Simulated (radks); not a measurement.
# Tb in [Xe] 4f9 6s2: an all-electron calculation

An exercise on one series of results from a longer session: the logs are not shown, and one member is left open.

Program: radks (a radial shooting solver on a logarithmic mesh, Libxc functionals) version 1. Level of theory: non-relativistic Kohn-Sham, revPBE, spin-unpolarised, spherical densities, point nucleus. These are calculated values, not measurements, unless marked.

**The system**

| Item | Value |
| --- | --- |
| element | terbium (Z = 65) |
| charge | 0 |
| electrons | 65 |
| configuration | [Xe] 4f9 6s2 |

Outer shells as boxes (Hund's rule):

Tb
```
[Xe] core
4f [↑↓][↑↓][↑ ][↑ ][↑ ][↑ ][↑ ]
6s [↑↓]
```

Set-up of the first run:

The run's settings:

```text
Z 65
configuration [Xe] 4f9 6s2 5d0 6p0
relativity non-relativistic
functional pbe_r,pbe
spin unpolarised
nucleus point
```

One of the session's tables, all rows but one given; the rest of the session is left out.

It belongs to the step «Orbitals and density». Sizes of the orbitals, from the radial functions (bohr):

```
level      <r>  outermost maximum (interpolated)  90 % within  nodes
   1s  0.02333                            0.0155       0.0415      0
   2s  0.09925                            0.0847        0.152      1
   2p        ?                                 ?            ?      ?
   3s   0.2557                             0.236        0.373      2
   3p   0.2455                             0.223        0.366      1
   3d   0.2176                             0.178        0.338      0
   4s   0.5771                             0.537        0.828      3
   4p   0.5904                             0.542        0.858      2
   4d   0.6248                             0.548        0.938      1
   5s    1.426                              1.27         2.06      4
   5p    1.618                              1.39         2.38      3
   4f   0.8542                             0.545         1.48      0
   6s    4.470                              3.85         6.59      5
   5d    3.164                              2.02         5.36      2
   6p    5.998                              4.88         9.09      4
```

Estimate the missing values for 2p.

**Answer.** <r>: 0.08415; outermost maximum (interpolated): 0.0659; 90 % within: 0.136; nodes: 0. In the column «<r>» it lies between 1s (0.02333) and 2s (0.09925).

Limits of these values: Relativity is left out here, which matters for elements this heavy. Spin polarisation and multiplet splitting are left out.
